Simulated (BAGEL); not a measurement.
# B3LYP/def2-SVP (density fitting with qzvpp-jkfit) run of CH2GaNO (SMILES N#[C][GaH][OH])

Aim: the energy change on altering one bond length of CH2GaNO at B3LYP/def2-SVP (density fitting with qzvpp-jkfit), from 2 runs. 

The calculation is run with BAGEL 1.2.2.

6 further runs of the same task are left out: 6 that didn't finish.

**1. The system as given**

CH2GaNO: 6 atoms, total charge 0, spin state singlet. SMILES: `N#[C][GaH][OH]`. Geometry: a GFN2-xTB relaxation, a rough one for these elements and not checked as a minimum. This is one conformer, not always the lowest.

Bond lengths: N1–C2 1.146 Å, C2–Ga3 1.985 Å, Ga3–O4 1.690 Å, Ga3–H5 1.540 Å, O4–H6 0.951 Å. Angles: N1–C2–Ga3 177.3°, C2–Ga3–O4 112.1°, C2–Ga3–H5 120.9°, O4–Ga3–H5 127.0°, Ga3–O4–H6 156.5°.

**2. The energy at B3LYP/def2-SVP (density fitting with qzvpp-jkfit)**

input.json reads:

```json
{ "bagel": [

{
  "title": "molecule",
  "basis": "svp",
  "df_basis": "qzvpp-jkfit",
  "angstrom": true,
  "geometry": [
    { "atom": "N", "xyz": [       1.518790,      -1.865140,       1.378610 ] },
    { "atom": "C", "xyz": [       0.999460,      -1.077100,       0.727680 ] },
    { "atom": "Ga", "xyz": [       0.178360,       0.295220,      -0.447630 ] },
    { "atom": "O", "xyz": [      -1.410450,       0.651240,       0.004930 ] },
    { "atom": "H", "xyz": [       0.970070,       0.912550,      -1.616000 ] },
    { "atom": "H", "xyz": [      -2.256220,       1.083230,      -0.047590 ] }
  ]
},

{
  "title": "ks",
  "xc_func": "b3lyp"
},

{
  "title": "print",
  "file": "orbitals.molden",
  "orbitals": true
}

]}
```

The run is started by

```console
$ BAGEL_NUM_THREADS=1 BAGEL input.json > input.out
```

Log:

```text
* using 1 threads per process

  ===============================================================
  ===============================================================

  *** Geometry ***

  { "atom" : "N", "xyz" : [      2.870097,     -3.524604,      2.605195 ] },
  { "atom" : "C", "xyz" : [      1.888706,     -2.035424,      1.375116 ] },
  { "atom" : "Ga", "xyz" : [      0.337052,      0.557885,     -0.845898 ] },
  { "atom" : "O", "xyz" : [     -2.665364,      1.230665,      0.009316 ] },
  { "atom" : "H", "xyz" : [      1.833167,      1.724470,     -3.053797 ] },
  { "atom" : "H", "xyz" : [     -4.263638,      2.047008,     -0.089932 ] },

  Number of auxiliary basis functions:      531

  Since a DF basis is specified, we compute 2- and 3-index integrals:
    o Being stored without compression. Storage requirement is 0.030 GB

  Number of basis functions:       84
  Number of electrons      :       54

    * METHOD: MOLECULE                             0.29

  *** Kohn-Sham DFT ***

    * Removing 9047 points whose weight is below 1.00e-10
    * Grid points: 80389

  === Nuclear Repulsion ===
   225.3869946721

       - DIIS with orbital gradients will be used.

  === KS iteration (b3lyp / svp) ===
      0      -2013.17699323          0.08896122           0.32
      1      -1737.10858350          0.22208787           0.31
      2      -1927.61460456          0.12246108           0.31
      3      -2004.68491188          0.16642830           0.30
      4      -2069.10265144          0.11594115           0.30
      5      -2021.97358881          0.17054196           0.31
      6      -2022.82407730          0.17485040           0.30
      7      -2015.98907175          0.17954983           0.30
      8      -2056.96558751          0.13206671           0.30
      9      -2092.13715053          0.05958730           0.31
     10      -2092.19713731          0.05753636           0.30
     11      -2093.51544778          0.02624302           0.30
     12      -2092.98652650          0.04048839           0.30
     13      -2093.55412508          0.02314541           0.31
     14      -2093.75277730          0.01135729           0.31
     15      -2093.80195338          0.00341805           0.31
     16      -2093.80696818          0.00014621           0.31
     17      -2093.80697550          0.00008281           0.31
     18      -2093.80697653          0.00006831           0.32
     19      -2093.80697834          0.00001223           0.32
     20      -2093.80697842          0.00000171           0.32
     21      -2093.80697842          0.00000222           0.32
     22      -2093.80697842          0.00000041           0.32
     23      -2093.80697842          0.00000008           0.32
     24      -2093.80697842          0.00000002           0.32
     25      -2093.80697842          0.00000001           0.32
    * SCF iteration converged.

    * Permanent dipole moment:
           (    0.919024,    -1.264590,     0.998632) a.u.

    * METHOD: KS                                   8.39

    * METHOD: PRINT                                0.02

  ===============================================================
```

It took 9 s on 1 thread of Arm Neoverse V1, shared host; peak memory 0.36 GiB.

**3. The distorted shape, same level**

input.json reads:

```json
{ "bagel" : [

{
  "title" : "molecule",
  "basis" : "svp",
  "df_basis" : "qzvpp-jkfit",
  "angstrom" : true,
  "geometry" : [
    { "atom" : "N", "xyz" : [    1.772517,   -1.994735,    1.394366 ] },
    { "atom" : "C", "xyz" : [    1.253187,   -1.206695,    0.743436 ] },
    { "atom" : "Ga", "xyz" : [    0.432087,    0.165625,   -0.431874 ] },
    { "atom" : "O", "xyz" : [   -1.156723,    0.521645,    0.020686 ] },
    { "atom" : "H", "xyz" : [    1.223797,    0.782955,   -1.600244 ] },
    { "atom" : "H", "xyz" : [   -2.256220,    1.083230,   -0.047590 ] }
  ]
},
{
  "title" : "ks",
  "xc_func" : "b3lyp"
},
{
  "title" : "print",
  "file" : "orbitals.molden",
  "orbitals" : true
}

]}
```

The run is started by

```console
$ BAGEL_NUM_THREADS=1 BAGEL input.json > input.out
```

Log:

```text
* using 1 threads per process

  ===============================================================
  ===============================================================

  *** Geometry ***

  { "atom" : "N", "xyz" : [      3.349572,     -3.769503,      2.634970 ] },
  { "atom" : "C", "xyz" : [      2.368180,     -2.280323,      1.404890 ] },
  { "atom" : "Ga", "xyz" : [      0.816526,      0.312986,     -0.816124 ] },
  { "atom" : "O", "xyz" : [     -2.185890,      0.985766,      0.039091 ] },
  { "atom" : "H", "xyz" : [      2.312641,      1.479571,     -3.024023 ] },
  { "atom" : "H", "xyz" : [     -4.263638,      2.047008,     -0.089932 ] },

  Number of auxiliary basis functions:      531

  Since a DF basis is specified, we compute 2- and 3-index integrals:
    o Being stored without compression. Storage requirement is 0.030 GB

  Number of basis functions:       84
  Number of electrons      :       54

    * METHOD: MOLECULE                             0.29

  *** Kohn-Sham DFT ***

    * Removing 8700 points whose weight is below 1.00e-10
    * Grid points: 80736

  === Nuclear Repulsion ===
   223.6491721066

       - DIIS with orbital gradients will be used.

  === KS iteration (b3lyp / svp) ===
      0      -2013.59913554          0.08696313           0.33
      1      -1737.29983785          0.22079263           0.31
      2      -1927.85141327          0.11789276           0.31
      3      -2003.12385578          0.16467863           0.31
      4      -2068.51794344          0.11682483           0.31
      5      -2017.33555877          0.17336273           0.31
      6      -2016.40913546          0.17565543           0.32
      7      -2015.70103530          0.17692050           0.31
      8      -2055.45706028          0.13308198           0.31
      9      -2090.12054266          0.08573304           0.31
     10      -2076.66261566          0.12875547           0.31
     11      -2092.54096643          0.05021682           0.31
     12      -2092.96404569          0.04112479           0.31
     13      -2093.52626065          0.02449254           0.31
     14      -2093.74015145          0.00687860           0.31
     15      -2093.75989349          0.00155647           0.31
     16      -2093.76098500          0.00033277           0.31
     17      -2093.76103793          0.00007894           0.31
     18      -2093.76103737          0.00008207           0.32
     19      -2093.76104046          0.00000480           0.31
     20      -2093.76104047          0.00000534           0.31
     21      -2093.76104048          0.00000192           0.31
     22      -2093.76104048          0.00000091           0.31
     23      -2093.76104048          0.00000017           0.31
     24      -2093.76104048          0.00000002           0.31
     25      -2093.76104048          0.00000001           0.31
     26      -2093.76104048          0.00000000           0.31
    * SCF iteration converged.

    * Permanent dipole moment:
           (    1.107008,    -1.342598,     0.988717) a.u.

    * METHOD: KS                                   8.81

    * METHOD: PRINT                                0.02

  ===============================================================
```

Wall time 9.3 s (1 thread of Arm Neoverse V1, shared host); peak memory 0.36 GiB.

**4. What came out**

Level: B3LYP/def2-SVP (density fitting with qzvpp-jkfit).

```
                                                         quantity           value
                                        first shape: total energy  -2093.80698 Eh
                                       first shape: dipole moment          4.71 D
                                         first shape: HOMO energy        -8.65 eV
                                         first shape: LUMO energy        -1.95 eV
                                       first shape: HOMO–LUMO gap         6.69 eV
                                    distorted shape: total energy  -2093.76104 Eh
                                   distorted shape: dipole moment          5.09 D
                                     distorted shape: HOMO energy        -8.40 eV
                                     distorted shape: LUMO energy        -1.84 eV
                                   distorted shape: HOMO–LUMO gap         6.56 eV
energy change with the O4–H6 bond stretched from 0.951 to 1.237 Å        1.250 eV
```

In words: With the O4–H6 bond stretched from 0.951 to 1.237 Å the energy rises by 1.25 eV (121 kJ/mol). The first shape isn't relaxed at this level, so the change isn't measured from a minimum.
